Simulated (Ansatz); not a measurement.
# CH7AlClFSi: the cost of one run

Program: Ansatz 0.2.0. Level of theory: UKS PBE0/STO-3G. These are calculated values, not measurements.

## 1. The structure to begin with

Bond lengths: Al1–F2 2.111 Å, Al1–C3 1.976 Å, Al1–Cl4 2.018 Å, F2–Si5 2.003 Å, Si5–H7 1.451 Å, Si5–H8 1.455 Å, Si5–H9 1.477 Å, C3–H10 1.093 Å, C3–H11 1.094 Å, C3–H12 1.093 Å. Angles (14 of 16 angles, heavy atoms first): Al1–F2–Si5 102.6°, F2–Al1–C3 106.3°, F2–Al1–Cl4 109.3°, C3–Al1–Cl4 134.8°, Al1–C3–H10 111.8°, Al1–C3–H11 114.3°, Al1–C3–H12 109.3°, F2–Si5–H7 86.1°, F2–Si5–H8 81.3°, F2–Si5–H9 160.7°, H10–C3–H11 107.1°, H10–C3–H12 106.5°, H11–C3–H12 107.4°, H7–Si5–H8 121.7°.

Coordinates:

```xyz
12

Al   -0.9535    0.5756   -0.5172
F     0.9715    1.0654    0.1964
C    -0.6818   -0.5591   -2.1124
Cl   -2.2446    2.0449   -0.0199
Si    1.0964   -0.0008    1.8870
H    -0.5987   -0.4008    1.1944
H     1.9711   -0.8895    1.1445
H     1.5623    1.2786    2.4001
H     0.6987   -0.7112    3.1193
H    -1.0594   -1.5728   -1.9578
H    -1.1511   -0.1760   -3.0239
H     0.3892   -0.6543   -2.3104
```

## 2. Run 1

150 steps of 0.5 fs at constant energy, with velocities drawn for 600 K.

input.yaml reads:

```yaml
crystal:
  periodic: [false, false, false]
  atoms:
    - { symbol: Al, position_ang: [-0.9535, 0.5756, -0.5172] }
    - { symbol: F, position_ang: [0.9715, 1.0654, 0.1964] }
    - { symbol: C, position_ang: [-0.6818, -0.5591, -2.1124] }
    - { symbol: Cl, position_ang: [-2.2446, 2.0449, -0.0199] }
    - { symbol: Si, position_ang: [1.0964, -0.0008, 1.887] }
    - { symbol: H, position_ang: [-0.5987, -0.4008, 1.1944] }
    - { symbol: H, position_ang: [1.9711, -0.8895, 1.1445] }
    - { symbol: H, position_ang: [1.5623, 1.2786, 2.4001] }
    - { symbol: H, position_ang: [0.6987, -0.7112, 3.1193] }
    - { symbol: H, position_ang: [-1.0594, -1.5728, -1.9578] }
    - { symbol: H, position_ang: [-1.1511, -0.176, -3.0239] }
    - { symbol: H, position_ang: [0.3892, -0.6543, -2.3104] }
magnetization:
  spin_polarized: true
basis:
  gaussian: { orbitals: STO-3G }
hamiltonian:
  xc: pbe0
md:
  timestep: 0.5
  n_steps: 150
  ensemble: nve
  temperature: 600.0
  initial_velocities: maxwell_boltzmann
  seed: 210333
```

The run is started by

```bash
ansatz run input.yaml --threads 1 --pin off --max-ram 2048MiB --backend cpu --events-out ev --progress --plain --runs-dir out
```

Q: Estimate wall time and peak memory on 1 thread of Intel Xeon Platinum 8559C (Emerald Rapids), shared host.

About 6.5 min, with a peak of 0.18 GiB.
